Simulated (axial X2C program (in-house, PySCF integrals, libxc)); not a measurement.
**Linear SnCN at several levels**

Aim: the two bond lengths and stretching wavenumbers of linear SnCN, with and without spin–orbit coupling, at PBE0, HF, BHandHLYP.

The runs use an in-house X2C program for linear molecules on PySCF integrals; all-electron X2C, two-component (2c) or spin-free, Sn dyall-v3z, C dyall-v3z, N dyall-av3z.

All values are calculated.

2 further runs of the same task are left out: 2 set aside as unsound or not needed.

## Step 1: The job

File task.json:

```json
{
 "zs": [
  50,
  6,
  7
 ],
 "q": 0,
 "bas": [
  "dyall-v3z",
  "dyall-v3z",
  "dyall-av3z"
 ],
 "r0": [
  2.1,
  1.16
 ],
 "symm": 0,
 "scan": [
  "PBE0",
  "HF",
  "BHandHLYP"
 ],
 "levels": [
  "PBE0",
  "HF",
  "TPSSh"
 ],
 "nst": 2
}
```

Keys: zs atomic numbers; q charge; bas basis sets; r0 starting distance in Å; symm equal bonds; scan levels of the two-bond scan; levels methods; nst determinants followed.

Run with:

```console
python solin.py task.json out
```

Masses Sn 119.902, C 12.000, N 14.003 u.

## Step 2: Scan at PBE0, 2c

State: Ω = 1/2 (beyond evenly filled blocks: ω = 1/2). Energies above the lowest point, from the job's result record:

| r(Sn–C) (Å) | r(C–N) (Å) | E (meV) |
| --- | --- | --- |
| 2.1089 | 1.1300 | 72.28 |
| 2.1089 | 1.1590 | 21.71 |
| 2.1089 | 1.1880 | 68.72 |
| 2.1630 | 1.1300 | 49.15 |
| 2.1630 | 1.1590 | 0.00 |
| 2.1630 | 1.1880 | 48.66 |
| 2.1630 | 1.2169 | 177.40 |
| 2.2171 | 1.1300 | 60.14 |
| 2.2171 | 1.1590 | 12.00 |
| 2.2171 | 1.1880 | 61.85 |
| 2.2712 | 1.1590 | 50.95 |
| 2.2712 | 1.2169 | 232.68 |

A quadratic surface with cubic terms in each bond gives the minimum at 2.169 and 1.158 Å, force constants 1.8, 18.7 and coupling 0.12 mdyn/Å.

## Step 3: Scan at HF, 2c

State: Ω = 1/2 (beyond evenly filled blocks: ω = 1/2). Energies above the lowest point, from the job's result record:

```csv
r(Sn–C) (Å),r(C–N) (Å),E (meV)
2.1089,1.1300,44.71
2.1089,1.1590,72.68
2.1089,1.1880,183.88
2.1630,1.1300,3.71
2.1630,1.1590,34.33
2.1630,1.1880,150.67
2.1630,1.2169,317.53
2.2171,1.1300,0.00
2.2171,1.1590,32.40
2.2171,1.1880,153.00
2.2712,1.1590,59.76
2.2712,1.2169,360.85
```

A quadratic surface with cubic terms in each bond gives the minimum at 2.197 and 1.135 Å, force constants 1.72, 21.6 and coupling 0.41 mdyn/Å.

## Step 4: Scan at BHandHLYP, 2c

State: Ω = 1/2 (beyond evenly filled blocks: ω = 1/2). Energies above the lowest point, from the job's result record:

| r(Sn–C) (Å) | r(C–N) (Å) | E (meV) |
| --- | --- | --- |
| 2.1089 | 1.1300 | 30.72 |
| 2.1089 | 1.1590 | 27.25 |
| 2.1089 | 1.1880 | 121.04 |
| 2.1630 | 1.1300 | 2.27 |
| 2.1630 | 1.1590 | 0.00 |
| 2.1630 | 1.1880 | 95.28 |
| 2.1630 | 1.2169 | 269.98 |
| 2.2171 | 1.1300 | 8.96 |
| 2.2171 | 1.1590 | 7.45 |
| 2.2171 | 1.1880 | 103.72 |
| 2.2712 | 1.1590 | 42.71 |
| 2.2712 | 1.2169 | 316.31 |

A quadratic surface with cubic terms in each bond gives the minimum at 2.178 and 1.145 Å, force constants 1.79, 20.2 and coupling 0.10 mdyn/Å.

## Step 5: The levels side by side

| level | r(Sn–C) (Å) | r(C–N) (Å) | lower stretch (cm⁻¹) | upper stretch (cm⁻¹) |
| --- | --- | --- | --- | --- |
| PBE0, 2c | 2.169 | 1.158 | 373.8 | 2239.8 |
| HF, 2c | 2.197 | 1.135 | 368.2 | 2387.9 |
| BHandHLYP, 2c | 2.178 | 1.145 | 373.1 | 2324.5 |
| PBE0, spin-free | 2.165 | 1.158 | 376.7 | 2237.1 |
| HF, spin-free | 2.193 | 1.135 | 371.5 | 2387.7 |
| BHandHLYP, spin-free | 2.174 | 1.145 | 376.0 | 2322.6 |

Scans not shown above were run alike.

In words: Over the levels the Sn–C bond spans 2.165 to 2.197 Å and the C–N bond 1.135 to 1.158 Å. At PBE0 going from spin-free to two-component moves the bonds by +0.004 and -0.000 Å. Each state is one determinant, the lowest of a limited PBE0 search; the stretches come from a fit to few points and are good to some per cent at best. The molecule was held linear; bending was not examined, so a bent shape may lie lower. Note: functional without a current term on a determinant with orbital currents, of the molecule or an atom.
